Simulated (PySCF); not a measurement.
# One shape, several levels: CH4ClIOSi (SMILES CO[SiH](Cl)I)

We compute a comparison of 6 runs (HF/STO-3G, HF/def2-SVP, PBE0/def2-SVP, wB97X/def2-SVPD, B2PLYP/def2-TZVP, BLYP/def2-TZVP) of CH4ClIOSi. Input form: a Python script.

The calculation is run with PySCF 2.14.0.

## 1. The molecule

The species is CH4ClIOSi (9 atoms), meant as a singlet with charge 0. As SMILES, `CO[SiH](Cl)I`. The shape is that of a PBE0-D4/def2-TZVP optimisation. This is one conformer, not always the lowest.

Bond lengths: C1–O2 1.416 Å, O2–Si3 1.620 Å, Si3–Cl4 2.048 Å, Si3–I5 2.414 Å, C1–H6 1.093 Å, C1–H7 1.095 Å, C1–H8 1.090 Å, Si3–H9 1.477 Å. Some angles: C1–O2–Si3 124.7°, O2–Si3–Cl4 110.4°, O2–Si3–I5 106.9°, Cl4–Si3–I5 110.6°, O2–C1–H6 110.9°, O2–C1–H7 111.3°, O2–C1–H8 107.6°, O2–Si3–H9 112.4°, Cl4–Si3–H9 106.7°, I5–Si3–H9 109.9°.

## 2. Energy and forces at HF/STO-3G (run 1)

Contents of input.py:

```python
from pyscf import gto

molecule = gto.M(
    atom='''
C     -0.571100     0.130600     1.321300
O     -0.310900     0.670700     0.038100
Si     0.585700    -0.050900    -1.102000
Cl    -0.149400    -1.918600    -1.511300
I      0.484100     1.350400    -3.065300
H     -1.133800    -0.803800     1.244500
H      0.357900    -0.055400     1.869500
H     -1.164900     0.859800     1.872100
H      1.991000    -0.229000    -0.684000
''',
    verbose=4,
    basis='sto-3g',
    spin=0,
    max_memory=1860,
)

mf = molecule.RHF()
mf.conv_tol = 1e-10
mf.kernel()
if not mf.converged:
    mf = mf.newton().run(mf.mo_coeff, mf.mo_occ)

e_tot = mf.e_tot
print('E = %.10f Eh' % e_tot)
grad = mf.nuc_grad_method().kernel()
mf.analyze()
```

Run with:

```bash
OMP_NUM_THREADS=1 python input.py
```

The program printed:

```text
PySCF version 2.14.0

[... 77 lines left out ...]
Total Energy =                       -7704.574547225101014
[... 9 lines left out ...]
MO #3   energy= -168.449689039156  occ= 2
[... 7 lines left out ...]
MO #11  energy= -32.5483465206032  occ= 2
[... 7 lines left out ...]
MO #19  energy= -10.3454026514809  occ= 2
[... 7 lines left out ...]
MO #27  energy= -5.15516764851585  occ= 2
[... 7 lines left out ...]
MO #35  energy= -1.95717419188238  occ= 2
[... 7 lines left out ...]
MO #43  energy= -0.5644059720349   occ= 2
[... 7 lines left out ...]
MO #51  energy= -0.297257916376182 occ= 2
[... 7 lines left out ...]
MO #59  energy= 0.732803134898533  occ= 0
[... 71 lines left out ...]
Dipole moment(X, Y, Z, Debye):  1.24530,  0.45776,  2.75982
```

Wall time 17 s (1 thread of Intel Xeon at 2.50GHz (Skylake/Cascade Lake), shared host); peak memory 0.13 GiB.

## 3. Energy and forces at HF/def2-SVP (core potential) (run 2)

Contents of calc.py:

```python
import pyscf.grad
from pyscf import gto

molecule = gto.M(
    atom='''
C     -1.079223     0.246798     2.496895
O     -0.587516     1.267439     0.071999
Si     1.106813    -0.096187    -2.082478
Cl    -0.282325    -3.625629    -2.855943
I      0.914816     2.551886    -5.792577
H     -2.142571    -1.518962     2.351764
H      0.676333    -0.104691     3.532843
H     -2.201342     1.624787     3.537756
H      3.762445    -0.432747    -1.292573
''',
    charge=0,
    verbose=4,
    ecp={'I': 'def2-svp'},
    basis='def2-svp',
    max_memory=1860,
    unit='bohr',
)

mf = molecule.RHF()
mf.conv_tol = 1e-10
mf.kernel()
if not mf.converged:
    mf = mf.newton().run(mf.mo_coeff, mf.mo_occ)

energy = mf.e_tot
print('E = %.10f Eh' % energy)
grad = mf.Gradients().kernel()
dip = mf.dip_moment()
pop, q = mf.mulliken_pop()
```

Run with:

```bash
OMP_NUM_THREADS=1 python calc.py
```

The program printed:

```text
PySCF version 2.14.0

[... 67 lines left out ...]
converged SCF energy = -1159.94478450941
[... 12 lines left out ...]
Dipole moment(X, Y, Z, Debye):  0.40442, -0.38687,  2.46296
[... 120 lines left out ...]
charge of    8H =     -0.12088
```

Run time: 48 s. Hardware: 1 thread of Intel Xeon at 2.50GHz (Skylake/Cascade Lake), shared host; peak memory 0.26 GiB.

Runs 3 to 5 aren't shown in full; the table further down has their settings and results.

## 4. Energy and gradient at BLYP/def2-TZVP (core potential) (run 6)

Contents of run.py:

```python
# CO[SiH](Cl)I
import pyscf.grad
from pyscf import gto, dft

system = gto.M(
    atom=[
    ('C', (-0.571100, 0.130600, 1.321300)),
    ('O', (-0.310900, 0.670700, 0.038100)),
    ('Si', (0.585700, -0.050900, -1.102000)),
    ('Cl', (-0.149400, -1.918600, -1.511300)),
    ('I', (0.484100, 1.350400, -3.065300)),
    ('H', (-1.133800, -0.803800, 1.244500)),
    ('H', (0.357900, -0.055400, 1.869500)),
    ('H', (-1.164900, 0.859800, 1.872100)),
    ('H', (1.991000, -0.229000, -0.684000)),
],
    ecp={'I': 'def2-svp'},
    basis='def2-tzvp',
    max_memory=1860,
    verbose=4,
    charge=0,
)

mf = dft.RKS(system)
mf.xc = 'blyp'
mf.conv_tol = 1e-10
mf.grids.level = 5
mf.kernel()
if not mf.converged:
    mf = mf.newton().run(mf.mo_coeff, mf.mo_occ)

e_tot = mf.e_tot
print(f'total energy: {e_tot:.8f} hartree')
grad = mf.Gradients().kernel()
mf.analyze()
```

Run with:

```bash
OMP_NUM_THREADS=1 python run.py
```

The program printed:

```text
PySCF version 2.14.0

[... 116 lines left out ...]
MO #3   energy= -18.7947790899042  occ= 2
[... 25 lines left out ...]
MO #29  energy= -0.415698474344756 occ= 2
[... 25 lines left out ...]
MO #55  energy= 0.193015734028625  occ= 0
[... 25 lines left out ...]
MO #81  energy= 0.629112065194578  occ= 0
[... 25 lines left out ...]
MO #107 energy= 1.25250034784375   occ= 0
[... 25 lines left out ...]
MO #133 energy= 1.88022544474561   occ= 0
[... 25 lines left out ...]
MO #159 energy= 2.77007574241819   occ= 0
[... 25 lines left out ...]
MO #185 energy= 5.0708586311767    occ= 0
[... 26 lines left out ...]
WARN: Weak orthogonality for localized orbitals 4.640946962109466e-09
[... 223 lines left out ...]
Dipole moment(X, Y, Z, Debye):  0.12875, -0.11317,  1.89053
```

Run time: 15 min. Hardware: 1 thread of Intel Xeon at 2.50GHz (Skylake/Cascade Lake), shared host; peak memory 1.7 GiB.

## 5. All runs side by side

```tsv
run	level	core potential	integration grid	energy (Eh)	dipole moment (D)	HOMO energy (eV)	LUMO energy (eV)	wall time
1	HF/STO-3G	–	–	-7704.574547	3.06	-8.09	6.85	17 s
2	HF/def2-SVP (core potential)	def2-svp	–	-1159.944785	2.53	-10.34	3.27	48 s
3	PBE0/def2-SVP (core potential)	def2-svp	5	-1162.535911	2.19	-7.80	-0.35	2.5 min
4	wB97X/def2-SVPD (core potential)	def2-svp	5	-1162.955815	2.07	-10.11	1.17	9.8 min
5	B2PLYP/def2-TZVP (core potential)	def2-svp	5	-1162.832196	2.11	-8.76	0.71	13 min
6	BLYP/def2-TZVP (core potential)	def2-svp	5	-1163.236483	1.90	-6.53	-1.31	15 min
```

## 6. What came out

| quantity | value |
| --- | --- |
| run 6: total energy | -1163.23648 Eh |
| run 6: dipole moment | 1.90 D |
| run 6: HOMO energy | -6.53 eV |
| run 6: LUMO energy | -1.31 eV |
| run 6: HOMO–LUMO gap | 5.22 eV |
| run 6: largest force on an atom | 0.651 eV/Å |

The dipole moment (its size) runs from 1.90 D (BLYP/def2-TZVP) to 3.06 D (HF/STO-3G). The two ends differ in method and basis and core potential. The HOMO–LUMO gap runs from 5.22 eV (BLYP/def2-TZVP) to 14.94 eV (HF/STO-3G). Totals of different functionals can't be ranked against each other. Some runs of one species differ in core potentials or relativity; totals across that change don't compare. In run 1 the basis is minimal, so the values are rough. In run 1 relativity is left out where basis or elements ask for it. All runs together took 41 min, the longest 15 min.
